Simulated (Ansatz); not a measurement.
The system is Cu2B.

```xyz
6
Lattice="0.0000 3.2835 3.2835 3.2835 0.0000 3.2835 3.2835 3.2835 0.0000" Properties=species:S:1:pos:R:3 pbc="T T T"
Cu    0.8209    0.8209    0.8209
Cu    0.8209    2.4626    2.4626
Cu    2.4626    2.4626    0.8209
Cu    2.4626    0.8209    2.4626
B     3.2835    3.2835    3.2835
B     4.9252    4.9252    4.9252
```

The cell was built by a generator and needn't be a form met in nature.

Base run:

| Item | Value |
| --- | --- |
| Program | Ansatz 0.2.0 |
| Functional | PBEsol |
| Potentials or basis | Ansatz PAW |
| Cutoff | 420 eV |
| Density cutoff | 1680 eV |
| k mesh | 5 × 5 × 5 |
| Occupations | fermi-dirac, width 0.05 eV |
| Spin | no spin polarisation |

Its results: band gap on the k mesh none (metal or under the smearing width); pressure -6.9 GPa.

Problem. The run is repeated on the same cell with these changes: functional from PBEsol to PBE. What comes out?

Solution. Band gap on the k mesh none (metal or under the smearing width); pressure -0.5 GPa.

PBE binds less tightly than PBEsol, so the same cell stands under more pressure.

Caveats: the PAW data sets come from PBE, with cores solved anew for the run's functional, which leaves a small shift of forces and pressure (some runs).

Not every run made on this cell is shown here.
